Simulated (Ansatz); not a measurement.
# ScSi4O: the cost of one run

Method: DFT PBE, scalar-relativistic, plane waves, PAW, in Ansatz 0.2.0.

## Step 1: The system as given

The structure is orthorhombic, space group Cmmm (No. 65). The conventional cell has a = 4.995 Å, b = 8.755 Å, c = 4.084 Å, α = 90.00°, β = 90.00°, γ = 90.00°. Sc (site symmetry mmm) is surrounded by 14 Si at 2.90 to 3.24 Å and 4 O at 3.23 Å. Si (site symmetry m2m) has 7 Si at 2.50 to 2.96 Å and 2 O at 2.52 Å and 3 Sc at 2.90 Å in its first shell of neighbours. Si (site symmetry 2/m) has 6 Si at 2.50 Å and 2 O at 2.52 Å and 4 Sc at 3.24 Å in its first shell of neighbours. Around O (site symmetry mmm) lie 8 Si at 2.52 Å and 4 Sc at 3.23 Å.

Coordinates:

```
Sc Si O
1.0
     2.49727   -4.37762    0.00000
     2.49727    4.37762    0.00000
     0.00000    0.00000    4.08432
Sc Si O
1 4 1
Direct
  0.00000 0.00000 0.00000
  0.66920 0.33080 0.00000
  0.33080 0.66920 0.00000
  0.50000 0.00000 0.50000
  0.00000 0.50000 0.50000
  0.50000 0.50000 0.50000
```

A structure generator made this guess: species swapped into a database cell of TbAlCo4 (Cmmm, No. 65), with Sc on the Tb sites, O on the Al sites and Si on the Co sites. Its size is a rough estimate.

## Step 2: The guess as it stands, on a coarse mesh

Input file input.yaml:

```yaml
crystal:
  lattice:
    - [2.49727331, -4.37762116, 0.0]
    - [2.49727331, 4.37762116, 0.0]
    - [0.0, 0.0, 4.08432274]
  atoms:
    - { symbol: Sc, position: [0.0, 0.0, 0.0] }
    - { symbol: Si, position: [0.6692, 0.3308, 0.0] }
    - { symbol: Si, position: [0.3308, 0.6692, 0.0] }
    - { symbol: Si, position: [0.5, 0.0, 0.5] }
    - { symbol: Si, position: [0.0, 0.5, 0.5] }
    - { symbol: O, position: [0.5, 0.5, 0.5] }
basis:
  ecutwfc: 420
kpoints:
  mp_grid: { grid: [4, 4, 4] }
hamiltonian:
  xc: pbe
scf:
  occupations: { method: gaussian, width: 0.1 }
  lower_state_search: "off"
output:
  forces: true
  stress: true
  eigenvalues: true
```

Started as:

```bash
> ansatz run input.yaml --threads 1 --pin off --max-ram 2560MiB --backend cpu --events-out ev --progress --plain --runs-dir out
```

Q: Estimate wall time and peak memory on 1 thread of Intel Xeon at 2.50GHz (Skylake/Cascade Lake), shared host.

About 6.7 s, with a peak of 0.38 GiB.
